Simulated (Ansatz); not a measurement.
A nudged elastic band was laid between two geometries of a periodic cell of 15 atoms, W (host W, host structure bcc, one W atom removed).

Level of theory: Ansatz, DFT PBE-D3(BJ), scalar-relativistic, plane waves, PAW. Settings: PAW set soft_1, cutoff 420 eV, k mesh 3x3x3, gaussian smearing 0.1 eV, no spin polarisation.

```
movable images  : 7
climbing image  : yes
spring          : 1.0 eV/Å²
optimiser       : quadratic models (default)
start path      : IDPP
force threshold : 0.05 eV/Å
iteration limit : 28
end points      : relaxed
```

Image 0:

```xyz
15
Lattice="6.3200 0.0000 0.0000 0.0000 6.3200 0.0000 0.0000 0.0000 6.3200" Properties=species:S:1:pos:R:3
W 0.010 -0.015 -0.005
W 3.139 -0.016 -0.005
W 0.011 3.177 -0.006
W 0.012 -0.016 3.187
W 1.575 1.580 1.591
W 3.140 3.176 -0.005
W 3.139 -0.015 3.186
W 4.735 1.580 1.591
W 0.010 3.176 3.186
W 1.575 4.740 1.591
W 1.575 1.580 4.751
W 3.138 3.177 3.187
W 4.735 4.740 1.591
W 4.735 1.580 4.751
W 4.735 4.740 4.751
```

Image 8:

Only the atoms that move by more than 0.05 Å are listed.
```
W1 1.564 -1.564 -1.564
```

Which bonds break or form, and what moves?

Contacts lost: W1–W5, W1–W8, W1–W13, W1–W14. Contacts made: W1–W6, W1–W7, W1–W9, W1–W12. The atom that moves furthest is W1, by 2.69 Å.

What energy profile does the band end with?

The run converged. The highest image is number 3 of 0 to 8, 1.53 eV above the ends, which have the same energy within 2 meV. The profile has 2 maxima (images 3, 5) with wells between them (image 4): this band takes more than one step, which may be the mechanism or a detour left from its start path. By the program's own check the climbing image is a first-order saddle point (lowest curvatures found: -2.88 and 8.22 eV/Å²). Limits of this set-up: coarse k mesh.

```
image  path coordinate (Å)  energy (eV)  W1–W5 (Å)  W1–W8 (Å)  W1–W13 (Å)
    0                 0.00         0.00       2.75       2.76        2.75
    1                 0.34         0.35       2.86       3.07        2.87
    2                 0.69         1.14       3.02       3.41        3.04
    3                 1.03         1.53       3.22       3.76        3.23
    4                 1.36         1.50       3.41       4.13        3.41
    5                 1.69         1.52       3.62       4.46        3.64
    6                 2.02         1.09       3.88       4.76        3.90
    7                 2.35         0.33       4.15       5.08        4.16
    8                 2.68         0.00       4.42       5.42        4.42
```

What is the geometry of the highest image?


```xyz
15
Lattice="6.3200 0.0000 0.0000 0.0000 6.3200 0.0000 0.0000 0.0000 6.3200" Properties=species:S:1:pos:R:3
W 0.613 -0.606 -0.601
W 3.185 0.023 0.030
W -0.027 3.131 0.027
W -0.028 0.021 3.137
W 1.578 1.566 1.573
W 3.117 3.198 -0.012
W 3.116 -0.018 3.205
W 4.756 1.559 1.565
W 0.012 3.196 3.202
W 1.608 4.707 1.651
W 1.608 1.645 4.713
W 3.164 3.152 3.159
W 4.751 4.740 1.574
W 4.751 1.567 4.746
W 4.678 4.711 4.717
```

The run took 17 min on 4 threads of Arm Neoverse V1, with other jobs on the host, peak memory 3.2 GiB.
